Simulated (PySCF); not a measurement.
# C4H5BrO: the cost of one run

Programs: PySCF 2.14.0, with routines of our own; each step states its level. All values are computed. Atoms count from 0.

## 1. The starting structure

11 atoms, charge 0, multiplicity 1; geometry from: GFN2-xTB.

## 2. Geometry optimisation at PBE0-D3(BJ)/def2-SVP

Job settings and geometry (Å):

```
{"job": {"xc": "PBE0", "basis": "def2-SVP", "d3": "d3bj", "grid": 1, "kind": "geom"}, "charge": 0, "multiplicity": 1}
O      1.904645    -1.698841     0.842114
C      1.282102    -0.899565     0.231142
Br     2.105099    -0.167713    -1.417950
C     -0.037669    -0.360717     0.524251
C     -0.400665     1.076535     0.217869
C     -1.020099    -0.011233    -0.573317
H     -0.438894    -0.794642     1.434208
H      0.350043     1.691111    -0.255024
H     -0.990037     1.591744     0.960205
H     -2.051401    -0.273879    -0.395499
H     -0.697701    -0.150127    -1.593961
```

On the command line:

```sh
> OMP_NUM_THREADS=1 python excited_run.py task.json out
```

The driver reads the jobs from task.json and runs them one after another.

**Question.** How long does this first job take on 1 thread of Arm Neoverse V1, shared host, and how much memory does it need?

About 26 s, with a peak of 0.57 GiB.
